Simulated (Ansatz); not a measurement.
Task: a ladder of methods at one geometry of CH6AlNSeSi, SMILES C[Si]1(N)[AlH][Se]1, with the Ansatz DFT code, driven from Python. Give the script and its output. Level of theory (for the species named): PBE0, def2-SVP basis, multiplicity 1. The script varies functional: pbe0, revpbe, b3lyp, blyp.

```xyz
11

C    -1.0779    0.3277    0.9805
Si    0.2514    0.0915   -0.2554
N     1.8834    0.2473    0.3766
Al    0.0274   -1.2865   -2.1228
Se   -0.0144    1.1569   -2.2258
H    -1.0123    1.3897    1.4308
H    -1.0569   -0.4054    1.7599
H    -2.0634    0.3334    0.4369
H     1.9770    1.1959    0.8981
H     2.0140   -0.4711    1.1659
H    -0.8629   -2.6364   -2.4241
```

The script, `ch6alnsesi_methods.py`:
```python
'''CH6AlNSeSi at several levels of theory.'''

from pathlib import Path
import warnings

import ansatz as az
import numpy as np

GEOMETRY = '''
C    -1.07790    0.32770    0.98050
Si    0.25140    0.09150   -0.25540
N     1.88340    0.24730    0.37660
Al    0.02740   -1.28650   -2.12280
Se   -0.01440    1.15690   -2.22580
H    -1.01230    1.38970    1.43080
H    -1.05690   -0.40540    1.75990
H    -2.06340    0.33340    0.43690
H     1.97700    1.19590    0.89810
H     2.01400   -0.47110    1.16590
H    -0.86290   -2.63640   -2.42410
'''

warnings.simplefilter('ignore', az.DeckWarning)

ch6alnsesi = az.Crystal.molecule()
for line in GEOMETRY.strip().splitlines():
    symbol, *xyz = line.split()
    ch6alnsesi = ch6alnsesi.atom(symbol, [float(v) for v in xyz])

setup = ch6alnsesi.calculation().basis(gaussian='def2-SVP')

print('functional    E (Ha)        dipole (D)   HOMO (eV)  LUMO (eV)')
for name in ['pbe0', 'revpbe', 'b3lyp', 'blyp']:
    r = setup.functional(name).forces().orbitals().run(threads=1, runs_dir='runs').report
    lines = Path(r['orbitals_path']).read_text().splitlines()
    field_of = lambda key: [line.split('=')[1].strip() for line in lines if line.startswith(key)]
    orbitals = [(27.211386 * float(e), s, float(n)) for e, s, n in zip(field_of('Ene='), field_of('Spin='), field_of('Occup='))]
    homo = max(e for e, _, n in orbitals if n > 0.5)
    lumo = min(e for e, _, n in orbitals if n < 0.5)
    dipole = 4.803205 * np.linalg.norm(r['charge_distribution']['dipole_moment_e_ang'])
    print(f'{name:10s} {r["free_energy_ev"] / 27.211386246:14.6f} {dipole:9.3f} {homo:11.3f} {lumo:10.3f}')
```

Running `python ch6alnsesi_methods.py` prints:
```text
functional    E (Ha)        dipole (D)   HOMO (eV)  LUMO (eV)
pbe0         -3028.823644     2.156      -5.758     -2.501
revpbe       -3029.113336     1.931      -4.760     -3.103
b3lyp        -3029.522617     2.073      -5.538     -2.649
blyp         -3029.427861     1.890      -4.602     -3.017
```

Notes:
- Total energies depend on the basis set; only differences at equal settings carry meaning.
- The geometry is a force-field or estimated start, not a minimum of this method, and the basis set is short of its limit. A lower total doesn't mark the better method: functionals have no common bound, and MP2 and coupled cluster aren't variational.
- b3lyp holds the VWN-RPA fit, as in Gaussian; the form of ORCA and Turbomole is b3lyp5.
- Levels such as HOMO and LUMO are orbital energies: with these approximate functionals they aren't the ionisation energy and electron affinity, and their gap isn't the fundamental gap.
- The whole script took 27 s on 1 thread of Arm Neoverse V2, with other jobs on the host, peak memory 0.39 GiB.
